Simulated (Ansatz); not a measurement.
# C2H7ClFHfNSe: basis-set convergence

The task here is to estimate one member of a computed series from the others.

Program: Ansatz 0.2.0, Gaussian basis. Level of theory: one geometry, several basis sets. These are calculated values, not measurements.

Plan: PBE0-D4/def2-SVP; ωB97M-V/def2-SVP; PBE0-D4/def2-QZVPP; ωB97M-V/def2-QZVPP; the functionals' def2-TZVPP values are taken from earlier runs.

1 further run of the same task is left out (it didn't finish).

### Structure used throughout

An earlier PBE0-D4 in a triple-zeta def2 set relaxation fixed the geometry. Hf takes the def2 core potential; no spin-orbit term is included.

SMILES `C[N](C)[Hf]([F])([Cl])[SeH]`, 14 atoms, charge 0, spin multiplicity 1.

Atoms are counted from 1 here; the program's logs count them from 0.

Bond lengths: C1–N2 1.449 Å, C1–H8 1.095 Å, C1–H9 1.097 Å, C1–H10 1.097 Å, N2–C3 1.445 Å, N2–Hf4 1.988 Å, C3–H11 1.097 Å, C3–H12 1.097 Å, C3–H13 1.092 Å, Hf4–F5 1.901 Å, Hf4–Cl6 2.362 Å, Hf4–Se7 2.582 Å, Se7–H14 1.473 Å. Angles: N2–C1–H8 111.1°, N2–C1–H9 111.3°, N2–C1–H10 111.0°, H8–C1–H9 107.5°, H8–C1–H10 107.4°, H9–C1–H10 108.4°, C1–N2–C3 113.5°, C1–N2–Hf4 118.6°, C3–N2–Hf4 127.9°, N2–C3–H11 111.1°, N2–C3–H12 111.0°, N2–C3–H13 110.8°, H11–C3–H12 107.8°, H11–C3–H13 108.0°, H12–C3–H13 108.0°, N2–Hf4–F5 108.2°, N2–Hf4–Cl6 110.6°, N2–Hf4–Se7 101.1° and more.

The first run:

Contents of in.yaml:

```yaml
crystal:
  periodic: [false, false, false]
  atoms:
    - {symbol: C, position_ang: [-0.395460, -0.232714, 1.556865]}
    - {symbol: N, position_ang: [0.364662, -0.054806, 0.336184]}
    - {symbol: C, position_ang: [1.705694, -0.587526, 0.410193]}
    - {symbol: Hf, position_ang: [-0.498294, 0.875702, -1.194679]}
    - {symbol: F, position_ang: [0.847314, 1.286018, -2.473152]}
    - {symbol: Cl, position_ang: [-1.682050, 2.778430, -0.449269]}
    - {symbol: Se, position_ang: [-2.091347, -0.963823, -2.057848]}
    - {symbol: H, position_ang: [-1.405871, 0.178070, 1.455047]}
    - {symbol: H, position_ang: [0.083836, 0.276584, 2.402136]}
    - {symbol: H, position_ang: [-0.496303, -1.296066, 1.805953]}
    - {symbol: H, position_ang: [2.277981, -0.107428, 1.214233]}
    - {symbol: H, position_ang: [1.688995, -1.666535, 0.608047]}
    - {symbol: H, position_ang: [2.240165, -0.424628, -0.528306]}
    - {symbol: H, position_ang: [-2.639333, -0.061288, -3.085404]}
basis:
  gaussian: {orbitals: def2-SVP}
hamiltonian: {xc: pbe0, dispersion: d4}
output: {orbitals: {seedname: orbitals}}
```

The run is started by

```console
$ ansatz run in.yaml --threads 2 --pin off --events-out ev --progress --plain --max-ram 20480MiB --backend cpu
```

Among the steps run: PBE0-D4 in def2-SVP; ωB97M-V in def2-SVP; PBE0-D4 in def2-QZVPP; ωB97M-V in def2-QZVPP.

One of the session's tables, all rows but one given; the rest of the session is left out.

It belongs to the step «Functionals by basis». 

```
functional       basis  HOMO (eV)
   PBE0-D4    def2-SVP          ?
   PBE0-D4  def2-TZVPP      -7.17
   PBE0-D4  def2-QZVPP      -7.19
   ωB97M-V    def2-SVP      -9.22
   ωB97M-V  def2-TZVPP      -9.30
   ωB97M-V  def2-QZVPP      -9.32
```

**Question.** Estimate the row for PBE0-D4, def2-SVP.

The run gave: HOMO (eV): -7.11. In the column «HOMO (eV)» it is the highest.
